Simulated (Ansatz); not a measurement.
**Si2Ge3H12: a ladder of functionals and wavefunction methods**

The task here is to estimate one member of a computed series from the others.

Computed with Ansatz 0.2.0, Gaussian basis. Level: functionals in def2-TZVPP, the program's frozen cores in correlated methods.

Levels to be run: LDA (SPW92), PBE-D4, revPBE-D4, BLYP-D4, r2SCAN-D4, B97M-V, PBE0-D4, B3LYP-D4, r2SCANh-D4, r2SCAN0-D4, HSE06-D4, BHLYP-D4, CAM-B3LYP-D4, LC-ωPBE, ωB97X-V, ωB97M-V, B2PLYP, PBE-QIDH; CCSD(T)/def2-SVP; CCSD(T)/def2-TZVPP; MP2/def2-QZVPP; extrapolation to the limit; RPA on PBE.

### Structure used throughout

All runs share one geometry, relaxed beforehand with PBE0-D4 in a triple-zeta def2 set.

SMILES `[SiH3][GeH2][SiH2][GeH2][GeH3]`, 17 atoms, charge 0, spin multiplicity 1.

Atoms are counted from 1 here; the program's logs count them from 0.

Bond lengths: Si1–Ge2 2.379 Å, Si1–H6 1.487 Å, Si1–H7 1.487 Å, Si1–H8 1.487 Å, Ge2–Si3 2.381 Å, Ge2–H9 1.541 Å, Ge2–H10 1.540 Å, Si3–Ge4 2.380 Å, Si3–H11 1.489 Å, Si3–H12 1.489 Å, Ge4–Ge5 2.424 Å, Ge4–H13 1.540 Å, Ge4–H14 1.541 Å, Ge5–H15 1.538 Å, Ge5–H16 1.537 Å, Ge5–H17 1.538 Å. Angles: Ge2–Si1–H6 111.3°, Ge2–Si1–H7 109.7°, Ge2–Si1–H8 109.3°, H6–Si1–H7 108.9°, H6–Si1–H8 108.9°, H7–Si1–H8 108.6°, Si1–Ge2–Si3 109.8°, Si1–Ge2–H9 109.2°, Si1–Ge2–H10 110.4°, Si3–Ge2–H9 108.8°, Si3–Ge2–H10 110.9°, H9–Ge2–H10 107.8°, Ge2–Si3–Ge4 108.2°, Ge2–Si3–H11 109.7°, Ge2–Si3–H12 110.5°, Ge4–Si3–H11 110.5°, Ge4–Si3–H12 109.5°, H11–Si3–H12 108.5° and more.

Set-up of the first run:

Contents of in.yaml:

```yaml
crystal:
  periodic: [false, false, false]
  atoms:
    - {symbol: Si, position_ang: [0.662623, 1.826748, -1.829397]}
    - {symbol: Ge, position_ang: [1.802836, 0.880967, 0.032277]}
    - {symbol: Si, position_ang: [1.293743, -1.438808, 0.197975]}
    - {symbol: Ge, position_ang: [-1.068070, -1.693518, 0.058853]}
    - {symbol: Ge, position_ang: [-2.151794, -0.168373, 1.600057]}
    - {symbol: H, position_ang: [0.955450, 3.278486, -1.960114]}
    - {symbol: H, position_ang: [1.080347, 1.135811, -3.078134]}
    - {symbol: H, position_ang: [-0.802949, 1.644898, -1.653813]}
    - {symbol: H, position_ang: [1.336573, 1.584555, 1.321704]}
    - {symbol: H, position_ang: [3.321521, 1.101958, -0.100615]}
    - {symbol: H, position_ang: [1.963284, -2.180331, -0.906096]}
    - {symbol: H, position_ang: [1.777463, -1.986303, 1.495250]}
    - {symbol: H, position_ang: [-1.494848, -3.140051, 0.371695]}
    - {symbol: H, position_ang: [-1.530609, -1.363809, -1.373476]}
    - {symbol: H, position_ang: [-1.677325, -0.444700, 3.036557]}
    - {symbol: H, position_ang: [-3.680947, -0.319088, 1.547614]}
    - {symbol: H, position_ang: [-1.787289, 1.281587, 1.239661]}
basis:
  gaussian: {orbitals: def2-TZVPP}
hamiltonian: {xc: lda}
output: {orbitals: {seedname: orbitals}}
```

Among the steps run: LDA; PBE-D4 (GGA); revPBE-D4 (GGA); BLYP-D4 (GGA); r2SCAN-D4 (meta-GGA); B97M-V (meta-GGA); PBE0-D4 (hybrid); B3LYP-D4 (hybrid); r2SCANh-D4 (hybrid); r2SCAN0-D4 (hybrid); HSE06-D4 (hybrid); BHLYP-D4 (hybrid); CAM-B3LYP-D4 (range-separated); LC-ωPBE-D4 (range-separated; the results give it without D4); ωB97X-V (range-separated); ωB97M-V (range-separated); B2PLYP (double hybrid); PBE-QIDH (double hybrid).

One table of the session follows, with a row left open; its other results are not shown here.

It belongs to the step «Frontier levels by functional». 

```
  functional  HOMO (eV)  gap (eV)
 LDA (SPW92)      -6.87      5.51
      PBE-D4      -6.76      5.62
   revPBE-D4      -6.71      5.67
     BLYP-D4      -6.59      5.57
   r2SCAN-D4      -7.01      6.12
      B97M-V      -7.13      6.07
     PBE0-D4      -7.76      7.41
    B3LYP-D4      -7.55      7.00
  r2SCANh-D4          ?         ?
  r2SCAN0-D4      -7.93      7.71
    HSE06-D4      -7.38      6.67
    BHLYP-D4      -8.63      9.14
CAM-B3LYP-D4      -8.93      9.55
     LC-ωPBE     -10.20     11.90
     ωB97X-V      -9.90     11.47
     ωB97M-V      -9.70     10.98
```

Estimate the missing values for r2SCANh-D4.

Worked estimate for «HOMO (eV)». Against the share of exact exchange, r2SCAN-D4 (0, -7.01), r2SCAN0-D4 (0.25, -7.93) give a slope of -3.68 per unit share; at 0.1 the line stands at -7.38.

The run gave: HOMO (eV): -7.38; gap (eV): 6.76. In «HOMO (eV)» the line misses by 0.00.
